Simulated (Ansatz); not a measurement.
**FH₃Se₃Si: how energies converge with the basis set**

One table from this session's results is given with a row withheld; the runs are named, their logs left out.

Computed with Ansatz 0.2.0, Gaussian basis. Level: one geometry, several basis sets.

Levels to be run: PBE0-D4/def2-SVP; ωB97M-V/def2-SVP; PBE0-D4/def2-QZVPP; ωB97M-V/def2-QZVPP; the functionals' def2-TZVPP values are taken from earlier runs.

### The geometry

An earlier PBE0-D4 in a triple-zeta def2 set relaxation fixed the geometry.

SMILES `F[Si]([SeH])([SeH])[SeH]`, 8 atoms, charge 0, spin multiplicity 1.

Atoms are counted from 1 here; the program's logs count them from 0.

Bond lengths: F1–Si2 1.596 Å, Si2–Se3 2.267 Å, Si2–Se4 2.268 Å, Si2–Se5 2.257 Å, Se3–H6 1.469 Å, Se4–H7 1.468 Å, Se5–H8 1.471 Å. Angles: F1–Si2–Se3 103.2°, F1–Si2–Se4 103.4°, F1–Si2–Se5 113.1°, Se3–Si2–Se4 117.9°, Se3–Si2–Se5 107.0°, Se4–Si2–Se5 112.0°, Si2–Se3–H6 91.4°, Si2–Se4–H7 91.4°, Si2–Se5–H8 93.1°.

Geometry (Å):

| atom | x (Å) | y (Å) | z (Å) |
| --- | --- | --- | --- |
| F1 | 1.3367 | -1.7454 | -0.3560 |
| Si2 | 0.4675 | -0.4575 | 0.0065 |
| Se3 | 1.5776 | 0.4365 | 1.7691 |
| Se4 | 0.4329 | 0.7174 | -1.9335 |
| Se5 | -1.6117 | -0.9664 | 0.7230 |
| H6 | 0.6581 | 1.5811 | 1.8149 |
| H7 | -0.6556 | 1.5698 | -1.4389 |
| H8 | -2.1132 | -1.1926 | -0.6409 |

Set-up of the first run:

Input file in.yaml:

```yaml
crystal:
  periodic: [false, false, false]
  atoms:
    - {symbol: F, position_ang: [1.336710, -1.745420, -0.356038]}
    - {symbol: Si, position_ang: [0.467451, -0.457497, 0.006458]}
    - {symbol: Se, position_ang: [1.577597, 0.436512, 1.769074]}
    - {symbol: Se, position_ang: [0.432875, 0.717407, -1.933466]}
    - {symbol: Se, position_ang: [-1.611687, -0.966424, 0.723030]}
    - {symbol: H, position_ang: [0.658117, 1.581110, 1.814925]}
    - {symbol: H, position_ang: [-0.655558, 1.569751, -1.438856]}
    - {symbol: H, position_ang: [-2.113205, -1.192640, -0.640928]}
basis:
  gaussian: {orbitals: def2-SVP}
hamiltonian: {xc: pbe0, dispersion: d4}
output: {orbitals: {seedname: orbitals}}
```

Command:

```
ansatz run in.yaml --threads 4 --pin off --events-out ev --progress --plain --max-ram 11315MiB
```

Steps of the session up to this table: PBE0-D4 in def2-SVP; ωB97M-V in def2-SVP; PBE0-D4 in def2-QZVPP; ωB97M-V in def2-QZVPP.

One of the session's tables, all rows but one given; the rest of the session is left out.

It belongs to the step «Density functionals: the series». 

```
functional       basis  HOMO (eV)
   PBE0-D4    def2-SVP      -7.18
   PBE0-D4  def2-TZVPP      -7.26
   PBE0-D4  def2-QZVPP      -7.27
   ωB97M-V    def2-SVP      -9.27
   ωB97M-V  def2-TZVPP          ?
   ωB97M-V  def2-QZVPP      -9.39
```

**Question.** Estimate the row for ωB97M-V, def2-TZVPP.

As computed: HOMO (eV): -9.37. In the column «HOMO (eV)» it lies between ωB97M-V, def2-QZVPP (-9.39) and ωB97M-V, def2-SVP (-9.27).
